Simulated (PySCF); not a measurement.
# NaSe⁺ (triplet): basis, grid and Hamiltonian

The method stays; parts of the set-up, such as the basis or the Hamiltonian, are changed.

Computed with PySCF 2.14.0. Level: each script names its method and basis.

4 further runs of the same task are left out: 4 that didn't finish.

**1. The system as given**

NaSe⁺ (triplet): 2 atoms, charge 1, spin multiplicity 3.

Bond lengths: Na1–Se2 2.984 Å.

**2. The run that the others are compared with**

The input, input.py:

```python
from pyscf import gto, scf, mcscf, mrpt

mol = gto.M(
    atom='Na 0 0 0; Se 0 0 2.984',
    basis='lanl2dz',
    ecp={'Na': 'lanl2dz', 'Se': 'lanl2dz'},
    charge=1,
    spin=2,
    verbose=4,
)
mf = scf.ROHF(mol)
mf.kernel()
mc = mcscf.CASSCF(mf, 8, 6)
mc.kernel()
mc.analyze()
mrpt.NEVPT(mc).kernel()
mf.dip_moment()
print('orbital energies (hartree):', mf.mo_energy[..., max(0, mol.nelec[1]-3):mol.nelec[0]+3].round(4))
```

The run is started by

```bash
$ OMP_NUM_THREADS=1 python input.py
```

Its log is not repeated here.

It gives: E(SCF) = -9.006448 Eh, 9 cycles, E(CAS) − E(SCF) = -0.03355 Eh, NEVPT2 = -0.00053 Eh.

The bond length is a typed value, not an optimised one. The dipole of an ion depends on the origin. The triplet is typed in the script; nothing here shows that it is the ground state.

**3. Density fitting auto**

Variant 1 changes density fitting: none → auto.

The input, input.py:

```python
from pyscf import gto, scf, mcscf, mrpt

mol = gto.M(
    atom='Na 0 0 0; Se 0 0 2.984',
    basis='lanl2dz',
    ecp={'Na': 'lanl2dz', 'Se': 'lanl2dz'},
    charge=1,
    spin=2,
    verbose=4,
)
mf = scf.ROHF(mol)
mf = mf.density_fit()
mf.kernel()
mc = mcscf.CASSCF(mf, 8, 6)
mc.kernel()
mc.analyze()
mrpt.NEVPT(mc).kernel()
mf.dip_moment()
print('orbital energies (hartree):', mf.mo_energy[..., max(0, mol.nelec[1]-3):mol.nelec[0]+3].round(4))
```

The run is started by

```bash
$ OMP_NUM_THREADS=1 python input.py
```

**4. 6-31g (core potential off)**

Variant 2 changes basis set: lanl2dz → 6-31g; core potential: on → off. The core potential changes with it: totals don't compare.

input.py, as its differences from that of step 2:

```diff
@@ -4,4 +4,3 @@
     atom='Na 0 0 0; Se 0 0 2.984',
-    basis='lanl2dz',
-    ecp={'Na': 'lanl2dz', 'Se': 'lanl2dz'},
+    basis='6-31g',
     charge=1,
```

What does the calculation give? Wanted: for each run, E(SCF); from base; after the SCF.

The runs gave:

```
                       run  E(SCF) (hartree)  from base (eV)  cycles  functions                                                                 after the SCF
                      base         -9.006448               0       9         16  NEVPT2 correlation -0.927 eV (from the SCF energy, the CASSCF gain included)
      density fitting auto         -9.006926         -0.0130       9         16  NEVPT2 correlation -0.919 eV (from the SCF energy, the CASSCF gain included)
6-31g (core potential off)      -2561.149840  not comparable       8         40  NEVPT2 correlation -5.161 eV (from the SCF energy, the CASSCF gain included)
```

Total energies from different bases, Hamiltonians or methods carry different errors, so properties are taken as differences within one set-up.
